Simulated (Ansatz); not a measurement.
Write a Python script for Ansatz's Python interface that makes energies of removing a hydrogen of C3H5NS, SMILES N#CCCS. Level of theory (for the species named): CAM-B3LYP, def2-TZVP basis, multiplicity 1.

```xyz
10

N     2.8918   -0.1702    0.5129
C     1.7440   -0.3317    0.4661
C     0.2910   -0.5301    0.3972
C    -0.3797    0.6986   -0.2042
S    -2.1812    0.4706   -0.3121
H     0.0784   -1.4183   -0.2098
H    -0.0951   -0.7223    1.4053
H    -0.1837    1.5844    0.4100
H     0.0037    0.9028   -1.2100
H    -2.1693   -0.4837   -1.2555
```

The script, `bde_c3h5ns.py`:
```python
import ansatz as az
from ase import Atoms


def total_energy(molecule, charge=0, unpaired=0):
    calc = (
        molecule.calculation()
        .basis(gaussian="def2-TZVP")
        .functional("cam_b3lyp")
    )
    if charge:
        calc = calc.charge(charge)
    if unpaired:
        calc = calc.spin("collinear", total=unpaired)
    return calc.run(threads=1, pin="off").report["free_energy_ev"]

def without(molecule, index):
    rest = az.Crystal.molecule()
    for i, site in enumerate(molecule.cartesian_sites):
        if i != index:
            rest = rest.atom(site.symbol, site.position_ang)
    return rest

atoms = Atoms(["N", "C", "C", "C", "S", "H", "H", "H", "H", "H"], positions=[
    (2.8918, -0.1702, 0.5129),
    (1.744, -0.3317, 0.4661),
    (0.291, -0.5301, 0.3972),
    (-0.3797, 0.6986, -0.2042),
    (-2.1812, 0.4706, -0.3121),
    (0.0784, -1.4183, -0.2098),
    (-0.0951, -0.7223, 1.4053),
    (-0.1837, 1.5844, 0.41),
    (0.0037, 0.9028, -1.21),
    (-2.1693, -0.4837, -1.2555),
])
c3h5ns = az.Crystal.molecule_from_ase(atoms)

whole = total_energy(c3h5ns, 0)
hydrogen = total_energy(az.Crystal.molecule().atom("H", (0, 0, 0)), 0, 1)
print(f"E(molecule) = {whole:.5f} eV, E(H) = {hydrogen:.5f} eV")
for index in [6, 8, 9]:
    radical = total_energy(without(c3h5ns, index), 0, 1)
    print(f"H{index}: homolysis {23.060548 * (radical + hydrogen - whole):.1f} kcal/mol")
```

```console
$ python bde_c3h5ns.py
E(molecule) = -15517.23770 eV, E(H) = -13.57334 eV
H6: homolysis 110.5 kcal/mol
H8: homolysis 108.1 kcal/mol
H9: homolysis 89.7 kcal/mol
```

Reading the output:
- Total energies depend on the basis set; only differences at equal settings carry meaning.
- The geometry is a force-field or estimated start, not a minimum of this method, and the basis set is short of its limit. All parts are taken at fixed geometry, without zero-point energy.
- Run time: 2.1 min on 1 thread of Arm Neoverse N1 (shared host), peak memory 0.81 GiB.
